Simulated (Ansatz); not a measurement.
# BrH5HfO4: the cost of one run

All numbers below are computed with Ansatz 0.2.0 (RKS PBE/def2-SVP).

### 1 The system as given

Bond lengths: Hf1–O2 2.420 Å, O2–H3 1.010 Å, Hf1–O4 2.070 Å, O4–H5 1.010 Å, Hf1–O6 2.069 Å, O6–H7 1.010 Å, Hf1–O8 2.069 Å, O8–H9 1.010 Å, Hf1–Br10 3.000 Å. Angles: Hf1–O2–H3 109.5°, O2–Hf1–O4 109.4°, O2–Hf1–O6 109.5°, O2–Hf1–O8 109.5°, O2–Hf1–Br10 71.6°, O4–Hf1–O6 109.5°, O4–Hf1–O8 109.5°, O4–Hf1–Br10 67.1°, O6–Hf1–O8 109.5°, O6–Hf1–Br10 72.9°, O8–Hf1–Br10 176.5°, Hf1–O4–H5 109.5°, Hf1–O6–H7 109.5°, Hf1–O8–H9 109.5°.

Structure file:

```xyz
11

Hf    0.0000    0.0000    0.0000
O     0.0000    0.0000    2.4200
H    -0.9095   -0.2814    2.7571
O     1.9520    0.0000   -0.6893
H     2.2684   -0.9521   -0.8060
O    -0.9750    1.6891   -0.6893
H    -1.9328    1.4584   -0.9117
O    -0.9750   -1.6891   -0.6893
H    -1.4296   -2.1548    0.0831
Br    1.5733    2.3727    0.9460
H     0.7504    1.1316    2.2225
```

### 2 A restrained relaxation towards end A

Springs on the bonds that form and break draw the guess towards this end; the thresholds are loose.

The input, input.yaml:

```yaml
crystal:
  periodic: [false, false, false]
  atoms:
    - { symbol: Hf, position_ang: [0.0, 0.0, 0.0] }
    - { symbol: O, position_ang: [0.0, 0.0, 2.42] }
    - { symbol: H, position_ang: [-0.9095, -0.2814, 2.7571] }
    - { symbol: O, position_ang: [1.952, 0.0, -0.6893] }
    - { symbol: H, position_ang: [2.2684, -0.9521, -0.806] }
    - { symbol: O, position_ang: [-0.975, 1.6891, -0.6893] }
    - { symbol: H, position_ang: [-1.9328, 1.4584, -0.9117] }
    - { symbol: O, position_ang: [-0.975, -1.6891, -0.6893] }
    - { symbol: H, position_ang: [-1.4296, -2.1548, 0.0831] }
    - { symbol: Br, position_ang: [1.5733, 2.3727, 0.946] }
    - { symbol: H, position_ang: [0.7504, 1.1316, 2.2225] }
basis:
  gaussian: { orbitals: def2-SVP }
hamiltonian:
  xc: pbe
relax:
  f_tol: 0.15
  max_steps: 25
  restrain:
    - { distance: [0, 9], at: 3.9, k: 30.0 }
    - { distance: [10, 1], at: 2.21, k: 30.0 }
    - { distance: [0, 1], at: 2.07, k: 30.0 }
    - { distance: [10, 9], at: 1.55, k: 30.0 }
output:
  orbitals: {}
```

Started as:

```bash
$ ansatz run input.yaml --threads 4 --pin off --max-ram 5120MiB --backend cpu --events-out ev --progress --plain --runs-dir out
```

**Question.** How long does this run take on 4 threads of Arm Neoverse V1, shared host, and how much memory does it need?

About 28 s, with a peak of 0.22 GiB.
